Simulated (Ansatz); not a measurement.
# Sn: the cost of one run

Computed with Ansatz 0.2.0 (DFT PBE, scalar-relativistic, plane waves, PAW, unless a step's input says otherwise).

## 1. The system as given

The structure is tetragonal, space group I4_1/amd (No. 141). Conventional cell: a = 5.880 Å, b = 5.880 Å, c = 3.199 Å, α = 90.00°, β = 90.00°, γ = 90.00°. Around Sn (site symmetry -4m2) lie 6 Sn at 3.05 to 3.20 Å.

As a file:

```cif
data_structure
_symmetry_space_group_name_H-M 'P 1'
_symmetry_Int_Tables_number 1
_cell_length_a 4.4550
_cell_length_b 4.4550
_cell_length_c 4.4550
_cell_angle_alpha 97.405
_cell_angle_beta 97.405
_cell_angle_gamma 137.923
_cell_volume 55.30
loop_
_atom_site_label
_atom_site_type_symbol
_atom_site_fract_x
_atom_site_fract_y
_atom_site_fract_z
_atom_site_occupancy
Sn1 Sn 0.75000 0.25000 0.50000 1
Sn2 Sn 0.00000 0.00000 0.00000 1
```

It goes back to an entry of the Materials Project.

The cell is taken as given, not relaxed at this level.

## 2. Zero of the scan

File input.yaml:

```yaml
crystal:
  lattice:
    - [-2.9401404553, 2.9401404553, 1.5993019889]
    - [2.9401404553, -2.9401404553, 1.5993019889]
    - [2.9401404553, 2.9401404553, -1.5993019889]
  atoms:
    - { symbol: Sn, position: [0.75, 0.25, 0.5] }
    - { symbol: Sn, position: [0.0, 0.0, 0.0] }
basis:
  ecutwfc: 420
kpoints:
  mp_grid: { grid: [16, 16, 16] }
hamiltonian:
  xc: pbe
scf:
  occupations: { method: gaussian, width: 0.15 }
output:
  forces: true
  stress: true
  eigenvalues: true
```

On the command line:

```console
$ ansatz run input.yaml --threads 1 --pin off --max-ram 2560MiB --backend cpu --events-out ev --progress --plain --runs-dir out
```

**Question.** How long does this run take on 1 thread of Arm Neoverse V1, shared host, and how much memory does it need?

About 18 s, with a peak of 0.52 GiB.
